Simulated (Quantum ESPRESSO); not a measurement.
# BiTe in Quantum ESPRESSO: the effect of target pressure

BiTe:

```
Bi Te
1.0
     0.00000    3.23500    3.23500
     3.23500    0.00000    3.23500
     3.23500    3.23500    0.00000
Bi Te
1 1
Direct
  0.00000 0.00000 0.00000
  0.50000 0.50000 0.50000
```

Alike in all runs:

| Quantity | Value |
| --- | --- |
| Program | Quantum ESPRESSO 7.5 |
| Task | relaxation of cell and atoms |
| Functional | PBEsol |
| Potentials or basis | PseudoDojo 0.4.1 SR PBEsol standard |
| Cutoff | 1252 eV |
| Density cutoff | 5007 eV |
| k mesh | 7 × 7 × 7 |
| Occupations | fermi-dirac, width 0.05 eV |
| Spin | no spin polarisation |

Each run relaxes the cell or the atoms first.

Q: One run gave: relaxed volume 26.20 Å³/atom. Which target pressure did it use?
A. 10 GPa
B. 2 GPa
C. 0 GPa
D. 20 GPa
E. 30 GPa

A: D.

```csv
target pressure,relaxed volume (Å³/atom)
0 GPa,32.85
2 GPa,31.73
5 GPa,30.36
10 GPa,28.60
20 GPa,26.20
30 GPa,24.56
```

Caveats: the volume moved by over 15 % at a fixed basis, so the end points are rough (some runs).
